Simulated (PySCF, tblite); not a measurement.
# C7H14N2Si: infrared bands and NMR shifts

What infrared bands and NMR shifts should C7H14N2Si (`Cn1cc([Si](C)(C)C)cn1`) show?

Programs: tblite 0.8.0 and PySCF 2.14.0, with density-fitted response routines of our own. Each step states its level of theory. These are calculated values for one molecule in the gas phase, unless marked as measured. Atoms are numbered from 0 throughout.

## 1. Starting geometry

24 atoms, charge 0, multiplicity 1; geometry from: GFN2-xTB.

Bonds of the start (Å): C0–N1 1.43, N1–C2 1.35, C2–C3 1.38, C3–Si4 1.88, Si4–C5 1.91, Si4–C6 1.91, Si4–C7 1.91, C3–C8 1.41, C8–N9 1.32, N9–N1 1.33, C0–H10 1.09, C0–H11 1.09, C0–H12 1.09, C2–H13 1.07, C5–H14 1.09, C5–H15 1.09, C5–H16 1.09, C6–H17 1.09, C6–H18 1.09, C6–H19 1.09, C7–H20 1.09, C7–H21 1.09, C7–H22 1.09, C8–H23 1.07.

## 2. Vibrational analysis with GFN2-xTB

The job: settings as JSON, then the geometry in Å.

```
{"job": {"kind": "ir", "xc": "GFN2-xTB", "basis": "xTB"}, "charge": 0, "multiplicity": 1}
C      3.955230     0.100227    -0.530635
N      2.538860    -0.068210    -0.679266
C      1.567243     0.205364     0.210787
C      0.355077    -0.115795    -0.370175
Si    -1.379864     0.024526     0.333860
C     -1.296455     0.721924     2.107269
C     -2.185390    -1.705914     0.362820
C     -2.410803     1.194837    -0.766885
C      0.732544    -0.585989    -1.645130
N      2.036525    -0.551549    -1.813847
H      4.332364     0.781694    -1.295574
H      4.169737     0.505337     0.455983
H      4.459689    -0.860623    -0.648831
H      1.785951     0.602657     1.181594
H     -0.844943     1.709096     2.124322
H     -2.289564     0.808980     2.537242
H     -0.713001     0.079318     2.759405
H     -1.616065    -2.397305     0.977254
H     -3.195070    -1.666217     0.760930
H     -2.241730    -2.127696    -0.636149
H     -1.973634     2.188329    -0.806092
H     -3.426257     1.296057    -0.395235
H     -2.468810     0.823160    -1.785450
H      0.096630    -0.942444    -2.430638
```

**Question.** This job is followed by: GIAO PBE0/pcSseg-1 NMR shielding, non-relativistic, gas phase. What will the session give for the following? strongest single infrared mode (GFN2-xTB); zero-point energy (GFN2-xTB); 13C shifts against TMS (PBE0/pcSseg-1, means over atoms taken as alike); 1H shifts against TMS (PBE0/pcSseg-1, means over atoms taken as alike); 15N shifts against NH3 (PBE0/pcSseg-1); 29Si shifts against TMS (PBE0/pcSseg-1).

The runs gave:

| quantity | value |
| --- | --- |
| strongest single infrared mode (GFN2-xTB) | 858 cm⁻¹, 263 km/mol |
| zero-point energy (GFN2-xTB) | 123.9 kcal/mol |
| 13C shifts against TMS (PBE0/pcSseg-1, means over atoms taken as alike) | 148.4, 137.8, 118.8, 39.3, 0.3 ppm |
| 1H shifts against TMS (PBE0/pcSseg-1, means over atoms taken as alike) | 7.63, 7.11, 3.95, 0.19 ppm |
| 15N shifts against NH3 (PBE0/pcSseg-1) | 352.0, 228.2 ppm |
| 29Si shifts against TMS (PBE0/pcSseg-1) | -12.9 ppm |

What this shows: The lowest mode is imaginary (61i cm⁻¹), so the xTB geometry is not a minimum. The strongest single mode, at 858 cm⁻¹, has its largest shares on H15, H18, H21 and Si4 (the list is cut at 4 atoms). Unscaled tight-binding wavenumbers are off by several per cent, some by more. Its intensities can rank the bands wrongly. At PBE0/pcSseg-1: Shielding is most anisotropic at N9 (span 469 ppm, paramagnetic term -410 ppm). NICS(1)zz of -30 ppm above the planar ring from N1 marks a diatropic (aromatic) ring current.
